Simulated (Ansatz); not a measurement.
# Cl2H4HfO2Si: the cost of one run

Program: Ansatz 0.2.0. Level of theory: RKS PBE-D4/def2-SVP. These are calculated values, not measurements.

### Step 1. The system as given

Bond lengths: Hf1–O2 2.070 Å, O2–H3 1.010 Å, Hf1–Cl4 2.520 Å, Hf1–Cl5 2.518 Å, Hf1–O6 2.069 Å, Hf1–Si7 3.330 Å, O6–Si7 1.680 Å, Si7–H8 1.460 Å, Si7–H9 1.460 Å, Si7–H10 1.460 Å. Angles (14 of 22 angles, heavy atoms first): O2–Hf1–Cl4 109.5°, O2–Hf1–Cl5 109.5°, O2–Hf1–O6 109.5°, O2–Hf1–Si7 85.4°, Cl4–Hf1–Cl5 109.5°, Cl4–Hf1–O6 109.5°, Cl4–Hf1–Si7 123.5°, Cl5–Hf1–O6 109.5°, Cl5–Hf1–Si7 116.0°, O6–Hf1–Si7 24.4°, Hf1–O6–Si7 125.0°, Hf1–Si7–O6 30.6°, Hf1–O2–H3 109.5°, Hf1–Si7–H8 80.7°.

Coordinates:

```xyz
10

Hf    0.0000    0.0000    0.0000
O     0.0000    0.0000    2.0700
H    -0.9095   -0.2814    2.4071
Cl    2.3764    0.0000   -0.8392
Cl   -1.1869    2.0563   -0.8392
O    -0.9750   -1.6891   -0.6893
Si   -1.8567   -2.7511    0.2684
H    -1.4471   -2.6052    1.6622
H    -3.2801   -2.4505    0.1462
H    -1.6101   -4.1218   -0.1696
```

### Step 2. Preparing the start

Contents of input.yaml:

```yaml
crystal:
  periodic: [false, false, false]
  atoms:
    - { symbol: Hf, position_ang: [0.0, 0.0, 0.0] }
    - { symbol: O, position_ang: [0.0, 0.0, 2.07] }
    - { symbol: H, position_ang: [-0.9095, -0.2814, 2.4071] }
    - { symbol: Cl, position_ang: [2.3764, 0.0, -0.8392] }
    - { symbol: Cl, position_ang: [-1.1869, 2.0563, -0.8392] }
    - { symbol: O, position_ang: [-0.975, -1.6891, -0.6893] }
    - { symbol: Si, position_ang: [-1.8567, -2.7511, 0.2684] }
    - { symbol: H, position_ang: [-1.4471, -2.6052, 1.6622] }
    - { symbol: H, position_ang: [-3.2801, -2.4505, 0.1462] }
    - { symbol: H, position_ang: [-1.6101, -4.1218, -0.1696] }
basis:
  gaussian: { orbitals: def2-SVP }
hamiltonian:
  xc: pbe
  dispersion: d4
relax:
  f_tol: 0.02
  max_steps: 40
```

Command:

```console
> ansatz run input.yaml --threads 4 --pin off --max-ram 5120MiB --backend cpu --events-out ev --progress --plain --runs-dir out
```

Q: Estimate wall time and peak memory on 4 threads of AMD EPYC 9R45 (Zen 5), shared host.

About 14 s, with a peak of 0.22 GiB.
